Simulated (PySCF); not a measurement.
# OsSBr₂: relaxation and vibrations of the singlet

The task is one start of a wider search on OsSBr₂: the singlet, built as T-shaped (ligand arrangement 1). It is relaxed, tested by its Hessian and followed downhill if it is a saddle.

Computed with PySCF 2.14.0. Level: B3LYP, basis Os def2-SVP with ECP60, S def2-SVP, Br def2-SVP, scalar-relativistic core potentials, no spin–orbit coupling, density fitting.

## 1. The system as given

4 atoms, charge 0, spin multiplicity 1.

Bond lengths: Os1–S2 2.100 Å, Os1–Br3 2.430 Å, Os1–Br4 2.430 Å. Angles: S2–Os1–Br3 88.0°, S2–Os1–Br4 176.0°, Br3–Os1–Br4 88.0°.

Coordinates in bohr (charge 0 multiplicity 1):
```
Os    0.0000    0.0000    0.0000
S    -3.9660    0.0000    0.1385
Br    0.0000    0.0000    4.5920
Br    4.5892    0.0000    0.1602
```

## 2. The SCF at the typed geometry

One driver script runs all steps and calls PySCF; scf.py shows how it sets up the SCF of each step. The optimiser is the driver's own. After this first run the driver tries any further starts and a stability analysis.

Contents of scf.py:

```python
from pyscf import gto, scf, dft
mol = gto.M(atom='''
Os     0.000000     0.000000     0.000000
S     -2.098700     0.000000     0.073300
Br     0.000000     0.000000     2.430000
Br     2.428500     0.000000     0.084800''',
    basis={'Os': 'def2-SVP', 'S': 'def2-SVP', 'Br': 'def2-SVP'},
    ecp={'Os': 'def2-SVP'},
    charge=0, spin=0)
mf = dft.RKS(mol, xc='B3LYP')
mf.grids.atom_grid = (50, 194)
aux = {'Os': 'def2-universal-JKFIT', 'S': 'def2-universal-JKFIT', 'Br': 'def2-universal-JKFIT'}
mf = mf.density_fit(auxbasis=aux)
mf.conv_tol = 1e-08
mf.diis_space = 10
mf.max_cycle = 60
mf.init_guess = 'minao'
mf.verbose = 4
mf.kernel()
```

Run with:

```bash
$ OMP_NUM_THREADS=2 python axn.py task.json out
```

Further steps of the session: Relaxing the singlet from the T-shaped (ligand arrangement 1) start; Frequencies.

Q: Predict the outcome of this session. Wanted: minimum; geometry; wavenumbers; dipole moment; highest occupied, lowest empty level; polar-tensor charge of Os1; zero-point energy; atomisation energy.

As calculated:

| quantity | value |
| --- | --- |
| minimum | singlet, C2v |
| geometry | Os–Br 2.366 Å (×2), Os–S 2.039 Å; Br–Os–Br 118.8°, Br–Os–S 120.6° (×2) |
| wavenumbers (cm⁻¹) | 74 (a1), 86 (b1), 94 (b2), 260 (a1), 278 (b2), 590 (a1) |
| dipole moment | 1.02 D |
| highest occupied, lowest empty level | -6.36, -4.41 eV |
| polar-tensor charge of Os1 | +1.01 e |
| zero-point energy | 8.3 kJ/mol |
| entropy at 298.15 K | 368.2 J/(mol K) |
| atomisation energy (no zero-point energy) | 968 kJ/mol |

**Reading.** The T-shaped (ligand arrangement 1) start (Cs) ends in a minimum of C2v symmetry. In the infrared the band at 278 cm⁻¹ (b2, stretch) leads. Only this shape and spin were tried, so other structures or states may lie lower. The stability of the closed-shell solution was not tested. Spin–orbit coupling, left out here, can matter for elements this heavy.
